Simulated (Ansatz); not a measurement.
# Li2F3: one candidate structure

Where does Li2F3 go from the start given, Ga3Ni2 type (P-3m1, No. 164)?

Method: DFT PBE, scalar-relativistic, plane waves, PAW, in Ansatz 0.2.0.

2 further runs of the same task are left out: 2 set aside as unsound or not needed.

**1. The starting structure**

It takes space group P-3m1 (No. 164, trigonal). Conventional cell: a = 3.720 Å, b = 3.720 Å, c = 4.492 Å, α = 90.00°, β = 90.00°, γ = 120.00°. Li (site symmetry 3m) is surrounded by 8 F at 2.19 to 2.40 Å and 3 Li at 2.48 Å. F (site symmetry -3m) has 6 Li at 2.24 Å as nearest neighbours. F (site symmetry 3m) is surrounded by 5 Li at 2.19 to 2.40 Å.

As a file:

```xyz
5
Lattice="3.7202 0.0000 0.0000 -1.8601 3.2218 0.0000 0.0000 0.0000 4.4918" Properties=species:S:1:pos:R:3 pbc="T T T"
Li    0.0000    2.1479    0.6199
Li    1.8601    1.0739    3.8720
F     0.0000    0.0000    0.0000
F     0.0000    2.1479    2.8074
F     1.8601    1.0739    1.6844
```

(A quick probe on a coarse mesh, which set the mesh and smearing, is not shown.)

**3. Rough relaxation on the coarse mesh**

The input, input.yaml:

```yaml
crystal:
  lattice:
    - [3.7202385807, 0.0, 0.0]
    - [-1.8601192904, 3.221821119, 0.0]
    - [0.0, 0.0, 4.4918450054]
  atoms:
    - { symbol: Li, position: [0.3333333333, 0.6666666667, 0.138] }
    - { symbol: Li, position: [0.6666666667, 0.3333333333, 0.862] }
    - { symbol: F, position: [0.0, 0.0, 0.0], spin: 0.16 }
    - { symbol: F, position: [0.3333333333, 0.6666666667, 0.625], spin: 0.47 }
    - { symbol: F, position: [0.6666666667, 0.3333333333, 0.375], spin: 0.47 }
basis:
  ecutwfc: 420
kpoints:
  mp_grid: { grid: [6, 6, 4] }
hamiltonian:
  xc: pbe
scf:
  occupations: { method: gaussian, width: 0.1 }
  lower_state_search: "off"
output:
  forces: true
  stress: true
  eigenvalues: true
  populations: true
magnetization:
  spin_polarized: true
relax:
  adjacent_minimum: "off"
  f_tol: 0.04
  max_steps: 70
  cell: { stress_tol: 0.4 }
```

Started as:

```sh
ansatz run input.yaml --threads 1 --pin off --max-ram 2560MiB --backend cpu --events-out ev --progress --plain --runs-dir out
```

The session goes on with these runs: full relaxation.

What does the calculation give?

The runs gave:

Formation energies count from the elements, computed with the same settings in runs not shown here.

```
                          quantity                                                                       value
                              cell  a = 3.143 Å, b = 3.143 Å, c = 5.913 Å, α = 90.00°, β = 90.00°, γ = 120.00°
                       space group                                                             P-3m1 (No. 164)
                            volume                                                               10.12 Å³/atom
                   gap on the mesh                                                                none (metal)
formation energy from the elements                                                              -2.215 eV/atom
                    largest moment                                                                     0.33 μB
```

**Reading.** The space group stayed P-3m1, and from the first guess the volume went from 10.77 to 10.12 Å³/atom. With -2.21 eV/atom it lies under the elements, which doesn't yet make it stable against other compounds of them. An odd count of electrons in a cell without spin polarisation forces a partly filled band, so those cells are metals by count; spin or a larger cell could change that.
